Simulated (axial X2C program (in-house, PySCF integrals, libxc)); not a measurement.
# A two-component session on BrCl⁺: EOM-IP-CCSD levels

Aim: EOM-IP-CCSD levels of BrCl⁺, with spin–orbit coupling in the Hamiltonian from the start.

Method: two-component X2C with atomic mean-field terms, Br dyall-cv3z, Cl dyall-av3z; program: an in-house X2C program for linear molecules on PySCF integrals.

All values are calculated.

### Step 1. The job

task.json

```json
{
 "zs": [
  35,
  17
 ],
 "q": 1,
 "bas": [
  "dyall-cv3z",
  "dyall-av3z"
 ],
 "r0": 2.13,
 "eom": "ip",
 "rq": 0,
 "thr": -2.0,
 "nmax": 95,
 "grid": [
  1,
  0.96,
  1.045,
  0.92,
  1.09,
  1.15
 ]
}
```

Keys: zs atomic numbers; q charge; bas basis sets; r0 starting distance in Å; eom kind of EOM run; thr threshold in hartree for freezing inner shells (an s shell follows its p shell); nmax most natural virtual spinors; grid distances as factors.

Started as:

```
$ python soeom.py task.json out
```

Nuclei are Gaussian, cores are contracted, and the Gaunt term is on.

### Step 2. EOM-IP-CCSD at 2.144 Å

Reference: the closed shell BrCl; 14 electrons correlated, 92 virtual spinors; roots sought by Ω: 1/2: 4, 3/2: 3, 5/2: 1.

Output:

```text
two-component X2C + atomic mean field  HF
basis functions 164  fitting functions 884  grid points 5079
iter        total energy     max residual
   1      -3064.309687147     1.66e+00
   2      -3064.454392970     8.25e-03
   3      -3064.455041780     6.29e-03
   4      -3064.455094910     1.39e-03
   5      -3064.455103994     2.94e-04
   6      -3064.455104468     9.28e-05
   7      -3064.455104617     4.96e-05
   8      -3064.455104668     3.72e-05
   9      -3064.455104681     5.18e-06
  10      -3064.455104682     3.90e-06
  11      -3064.455104682     1.39e-06
converged
one-electron -4550.00116960  Coulomb 1458.58362316  exact exchange -118.82554770  xc functional 0.00000000  nuclear repulsion 146.85654874  atomic mean-field constant -1.06855928
correlated 14  virtual 210  natural virtual 92  E(MP2) -0.362418122  MP2 remainder -0.013649350
iter   CCSD correlation   residual
   1     -0.370101328   1.06e-01
   2     -0.379131622   3.51e-02
   3     -0.379942327   9.89e-03
   4     -0.379946800   3.21e-03
   5     -0.379956661   8.44e-04
   6     -0.379954250   3.21e-04
   7     -0.379955004   1.10e-04
   8     -0.379955637   5.10e-05
   9     -0.379955011   3.17e-05
  10     -0.379955105   1.87e-05
  11     -0.379955059   5.95e-06
  12     -0.379955142   1.72e-06
  13     -0.379955147   6.64e-07
(T) -0.015606438  T1 0.0113  D1 0.0196  max T2 0.108
EOM-IP-CCSD roots
2*Omega      energy/Eh   energy/eV  one-particle weight
    1       0.40748669     11.0883      0.945
    1       0.50210202     13.6629      0.923
    1       0.55640957     15.1407      0.941
    1       0.61476167     16.7285      0.000
    3       0.39831183     10.8386      0.946
    3       0.49639159     13.5075      0.923
    3       0.61601405     16.7626      0.000
    5       0.64915840     17.6645      0.000
```

T1 in the output is the amplitude norm over the root of the electron number; divide by √2 for the Lee–Taylor value.

```
  Ω  vertical IE (eV)  above lowest (cm⁻¹)                spinor  weight
3/2            10.839                    0  60% Br pπ, 34% Cl pπ    0.95
1/2            11.088                 2010  56% Br pπ, 38% Cl pπ    0.94
3/2            13.508                21530  64% Cl pπ, 33% Br pπ    0.92
1/2            13.663                22780  60% Cl pπ, 37% Br pπ    0.92
1/2            15.141                34700  49% Cl pσ, 39% Br pσ    0.94
```

It took 7.4 s on 1 thread of Arm Neoverse V2, shared host; peak memory 0.84 GiB.

### Step 3. EOM-IP-CCSD at 2.058 Å

```
  Ω  vertical IE (eV)  above lowest (cm⁻¹)                spinor  weight
3/2            10.681                    0  58% Br pπ, 34% Cl pπ    0.95
1/2            10.931                 2020  55% Br pπ, 38% Cl pπ    0.95
3/2            13.818                25300  63% Cl pπ, 34% Br pπ    0.93
1/2            13.973                26550  60% Cl pπ, 37% Br pπ    0.93
1/2            15.393                38000  48% Cl pσ, 39% Br pσ    0.94
```

Wall time 7.3 s (1 thread of Arm Neoverse V2, shared host); peak memory 0.85 GiB.

### Step 4. EOM-IP-CCSD at 2.240 Å

```
  Ω  vertical IE (eV)  above lowest (cm⁻¹)                spinor  weight
3/2            10.986                    0  62% Br pπ, 34% Cl pπ    0.94
1/2            11.234                 2010  57% Br pπ, 39% Cl pπ    0.94
3/2            13.207                17920  65% Cl pπ, 33% Br pπ    0.92
1/2            13.363                19170  60% Cl pπ, 38% Br pπ    0.92
1/2            14.857                31220  50% Cl pσ, 40% Br pσ    0.94
```

Wall time 7.9 s (1 thread of Arm Neoverse V2, shared host); peak memory 0.88 GiB.

### Step 5. EOM-IP-CCSD at 1.972 Å

```
  Ω  vertical IE (eV)  above lowest (cm⁻¹)                          spinor  weight
3/2            10.497                    0            56% Br pπ, 34% Cl pπ    0.95
1/2            10.747                 2020            53% Br pπ, 37% Cl pπ    0.95
3/2            14.175                29660            62% Cl pπ, 34% Br pπ    0.93
1/2            14.331                30920            59% Cl pπ, 36% Br pπ    0.93
1/2            15.636                41440  47% Cl pσ, 38% Br pσ, 6% Cl sσ    0.94
```

Run time: 7.2 s. Hardware: 1 thread of Arm Neoverse V2, shared host; peak memory 0.88 GiB.

### Step 6. EOM-IP-CCSD at 2.337 Å

```
  Ω  vertical IE (eV)  above lowest (cm⁻¹)                spinor  weight
3/2            11.106                    0  63% Br pπ, 34% Cl pπ    0.94
1/2            11.354                 2000  57% Br pπ, 40% Cl pπ    0.94
3/2            12.953                14900  66% Cl pπ, 33% Br pπ    0.92
1/2            13.109                16150  60% Cl pπ, 38% Br pπ    0.92
1/2            14.584                28050  51% Cl pσ, 40% Br pσ    0.94
```

Run time: 7.8 s. Hardware: 1 thread of Arm Neoverse V2, shared host; peak memory 0.88 GiB.

### Step 7. EOM-IP-CCSD at 2.466 Å

```
  Ω  vertical IE (eV)  above lowest (cm⁻¹)                spinor  weight
3/2            11.230                    0  65% Br pπ, 33% Cl pπ    0.93
1/2            11.476                 1980  57% Br pπ, 41% Cl pπ    0.93
3/2            12.673                11630  67% Cl pπ, 32% Br pπ    0.91
1/2            12.830                12900  59% Cl pπ, 39% Br pπ    0.91
1/2            14.246                24320  52% Cl pσ, 41% Br pσ    0.94
```

Run time: 7.9 s. Hardware: 1 thread of Arm Neoverse V2, shared host; peak memory 0.88 GiB.

### Step 8. Curves of the states

Energies in eV from the lowest point of the lowest state; states are followed by energy order within each Ω.

```
R (Å)  (1)Ω=3/2  (1)Ω=1/2  (2)Ω=3/2  (2)Ω=1/2  (3)Ω=1/2
1.972    0.1113    0.3612    3.7889    3.9451    5.2498
2.058    0.0000    0.2501    3.1365    3.2921    4.7112
2.144    0.0618    0.3114    2.7307    2.8861    4.3638
2.240    0.2628    0.5115    2.4843    2.6398    4.1342
2.337    0.5463    0.7941    2.3932    2.5492    4.0244
2.466    0.9828    1.2285    2.4253    2.5825    3.9983
```

Constants where the minimum is well bracketed (masses 78.918 and 34.969 u):

```
   state  Te (cm⁻¹)  Re (Å)  ωe (cm⁻¹)
(1)Ω=3/2          0   2.065        503
(1)Ω=1/2       2020   2.065        501
```

### Step 9. Summary of results

| quantity | value |
| --- | --- |
| lowest root at 2.144 Å | Ω = 3/2, 10.839 eV |
| next root led by one particle | Ω = 1/2, about 2010 cm⁻¹ higher |
| T1 of the reference | 0.008 |
| lowest state, Re and ωe | 2.065 Å, 503 cm⁻¹ |

In words: Removing an electron from the reference determinant of BrCl costs 10.84 eV and empties a spinor of 60% Br pπ, 34% Cl pπ. Errors of 0.1 to 0.3 eV are usual at this size, and roots led by higher excitations are left out, so the list is incomplete, and low states of that kind can be missing. The bond is 0.091 Å shorter than in the closed-shell reference at CCSD (2.156 Å).
